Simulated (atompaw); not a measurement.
# In: generating and testing a PAW (atompaw) potential

Do these settings give a usable potential? It is generated, then checked for scattering, ghosts and hardness.

Method: atompaw 4.2.0.5, PBE, scalar-relativistic.

### 1 Starting point

The settings as typed:

```json
{
 "element": "indium (In, Z = 49)",
 "type": "PAW",
 "frozen core": "[Kr] 4d10",
 "valence charge": "3",
 "reference configuration": "5s2 5p1",
 "partial waves": "5s (bound): rc 2.90 bohr; 5s channel at 1 Ry: rc 2.90 bohr; 5p (bound): rc 2.90 bohr; 5p channel at 0.35 Ry: rc 2.90 bohr; 5d channel at 0.25 Ry: rc 2.90 bohr; 5d channel at 2.4 Ry: rc 2.90 bohr",
 "local potential": "troulliermartins scheme with l = 3 at -0.5 Ry, radius 2.05 bohr",
 "core correction": "smooth core density matched at 2.70 bohr",
 "augmentation charge": "sinc compensation charge, radius 2.30 bohr; PAW radius 2.90 bohr; waves and projectors: custom rrkj vanderbiltortho"
}
```

The outer shells as boxes (Hund's rule for the drawing; the calculation is spin-unpolarised):

```
[Kr] core
4d [↑↓][↑↓][↑↓][↑↓][↑↓]
5s [↑↓]
5p [↑ ][  ][  ]
```

The nodes and maxima of the atom's own shells, from an earlier all-electron run, set the scale for the radii.

All-electron outer shells of the reference configuration (PBE, scalar-relativistic, ld1.x):

```
shell  level (eV)  outermost node (bohr)  outermost maximum (bohr)
   4p      -78.13                   0.42                      0.82
   4d      -18.62                   0.40                      0.94
   5s       -8.21                   1.02                      2.16
   5p       -2.52                   1.14                      2.85
```

### 2 Generating the potential

File In.input:

```
In 49
GGA-PBE scalarrelativistic loggrid 1500 logderivrange -3 5 201
5 5 4 0 0 0
5 1 1
0 0 0
c
c
c
c
v
c
c
c
v
c
c
2
2.90 2.30 2.05 2.70
y
1
n
y
0.35
n
y
0.25
y
2.4
n
custom rrkj vanderbiltortho sinc
3 -0.5 troulliermartins
2.90
2.90
2.90
2.90
2.90
2.90
PWSCFOUT
UPFDX 0.0125d0 UPFXMIN -7.d0 UPFZMESH 49.d0
END
```

The run is started by

```sh
$ atompaw < In.input > In.log
```

Before running it: what results should come out? Wanted: cutoffs for 10 and 1 mRy, occupied levels; bound ghosts; largest phase difference near zero energy, channels read; lowest eigenvalue of the overlap; share of valence orbitals outside the PAW sphere; UPF file.

As calculated:

| quantity | value |
| --- | --- |
| cutoffs for 10 and 1 mRy, occupied levels | 6 Ry or less and 6 Ry or less |
| bound ghosts | s at -100.06 eV |
| largest phase difference near zero energy, channels read | 3.118 rad |
| lowest eigenvalue of the overlap (Bessel basis) | 0.165 (s) |
| share of valence orbitals outside the PAW sphere | 5s 32 %, 5p 65 % |
| UPF file | written |

In words: It has a bound ghost (s), a state that the atom doesn't have, and that rules the file out. By its cutoff, 6 Ry or less for the looser tolerance, it is soft on the atom at that tolerance. Near zero energy the largest phase difference among the channels read is 3.12 rad, in the d channel. A step near π is an extra or missing state, not a misfit of shape. The pseudo curves have a pole with no partner nearby in the atom's: d at 0.02 Ry. At positive energy that is a spurious or a displaced resonance. All of this concerns the isolated atom, not yet a solid.
